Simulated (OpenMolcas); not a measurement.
**Ni²⁺ among point charges: CASSCF and CASPT2 levels and susceptibility**

Aim: the splitting of the states of Ni²⁺ in the field of 4 point charges, its lowest levels with spin-orbit coupling and its magnetic susceptibility.

The numbers are computed with OpenMolcas 26.06 (state-averaged CASSCF and CASPT2, spin-orbit coupling by RASSI with atomic mean-field integrals), except any that are marked as measured or tabulated.

## Step 1: What is computed

* Species: Ni²⁺ (nickel, Z = 28, 26 electrons)
* Basis: ANO-RCC-VTZP [6s5p3d2f1g], 59 functions
* Scalar Hamiltonian: DKH2, point nucleus
* Inactive shells: 1s 2s 2p 3s 3p
* Active space: 8 electrons in 5 orbitals (3d)
* Some configurations of this space: 3d8
* Orbitals: optimised for each spin and parity, averaged over all roots

The outer shells:

3d8
```
3d [↑↓][↑↓][↑↓][↑ ][↑ ]
```

The ion sits among 4 point charges of -1.3 e arranged as a square (D4h), 1.75 Å from the ion.

The work runs as a chain of OpenMolcas steps in one folder; each step below is one input file. Labels, J, g values, rates, χT and fits are worked out afterwards by a script from the matrices that RASSI stores. The input lists half of the charges; inversion (Group=XYZ) makes the rest.

## Step 2: Basis and integrals

Contents of a.inp:

```
&GATEWAY
Coord
1

Ni 0.0 0.0 0.0
Basis=ANO-RCC-VTZP
Group=XYZ
NoMove
AngMom=0.0 0.0 0.0
AMFI
XField
2 Angstrom 0
1.750000 0.000000 0.000000 -1.300000
0.000000 1.750000 0.000000 -1.300000
&SEWARD
```

## Step 3: CASSCF: triplets of even parity, 10 roots

Contents of a.inp:

```
&RASSCF
FileOrb=start.orb
Symmetry=1
Spin=3
nActEl=8 0 0
Inactive=3 6
Ras2=5 0
CIRoot=10 10 1
SDav=10
CIMx=300
Iter=120 100
PrWF=0.3
OrbListing=Nothing
MaxOrb=0
>>> COPY $Project.JobIph JOB001
```

start.orb holds the contracted functions of the basis, ordered by shell, or the orbitals of the step before.

## Step 4: Reference wave functions, singlets of even parity, 15 roots

Contents of a.inp:

```
&RASSCF
FileOrb=start.orb
Symmetry=1
Spin=1
nActEl=8 0 0
Inactive=3 6
Ras2=5 0
CIRoot=15 15 1
SDav=15
CIMx=300
Iter=120 100
PrWF=0.3
OrbListing=Nothing
MaxOrb=0
>>> COPY $Project.JobIph JOB002
```

## Step 5: RASSI: spin-orbit coupling between the states

Contents of a.inp:

```
&RASSI
NrOfJobIphs=2 10 15
1 2 3 4 5 6 7 8 9 10
1 2 3 4 5 6 7 8 9 10 11 12 13 14 15
IphNames
JOB001
JOB002
EJob
SpinOrbit
DIPRint=1.0
SOCoupling=1000.0
Subsets=2
Property=9
'ANGMOM' 1 'ANGMOM' 2 'ANGMOM' 3 'MLTPL  1' 1 'MLTPL  1' 2 'MLTPL  1' 3
'AMFI' 1 'AMFI' 2 'AMFI' 3
SOProperty=3
'ANGMOM' 1 'ANGMOM' 2 'ANGMOM' 3
```

## Step 6: CASPT2: IPEA 0.25, imaginary shift 0.1 (closed shells correlated: 3s 3p)

Contents of a.inp:

```
>>> COPY JOB001 $Project.JobIph
&CASPT2
Multistate=10 1 2 3 4 5 6 7 8 9 10
NoMult
Frozen=2 3
IPEA=0.25
Imaginary=0.1
MaxIter=60
WThr=0.0 0.3 0.05
PrWF=0.5
NoMix
>>> COPY JOB002 $Project.JobIph
&CASPT2
Multistate=15 1 2 3 4 5 6 7 8 9 10 11 12 13 14 15
NoMult
Frozen=2 3
IPEA=0.25
Imaginary=0.1
MaxIter=60
WThr=0.0 0.3 0.05
PrWF=0.5
NoMix
```

(Steps that only read results are left out.)

**Question.** What will these runs give? Wanted: spin-free ground state; first state of the same spin within the active space; lowest level; next level.

The runs gave:

```
                                            quantity                                                                        value
                                              method  SS-CASPT2, IPEA 0.25, imaginary shift 0.1 (closed shells correlated: 3s 3p)
                              spin-free ground state                                               3E, 2-fold in its orbital part
first state of the same spin within the active space                                                              3A2 at 766 cm⁻¹
                                        lowest level                                                                    1-fold A1
                                          next level                                                                    58.2 cm⁻¹
                                         χT at 300 K                                                               2.96 cm³ K/mol
                           effective moment at 300 K                                                                      4.87 μB
```

Cost by method:

```csv
method,time of its own steps,time with the reference
A. CASSCF,5.5 s,5.5 s
"B. SS-CASPT2, IPEA 0.25, imaginary shift 0.1, +3s 3p",3.4 s,8.9 s
```

Times are of one thread on a shared host.

**Reading.** The spin-free ground state (3E) comes to 99 % from free-ion F terms and keeps the highest spin of the shell. χT at 300 K is 2.96, against 1.00 cm³ K/mol for the spin alone, so orbital moment adds to it. The field of point charges can differ much from that of real complexes. This is an electrostatic model: the charges have no orbitals.
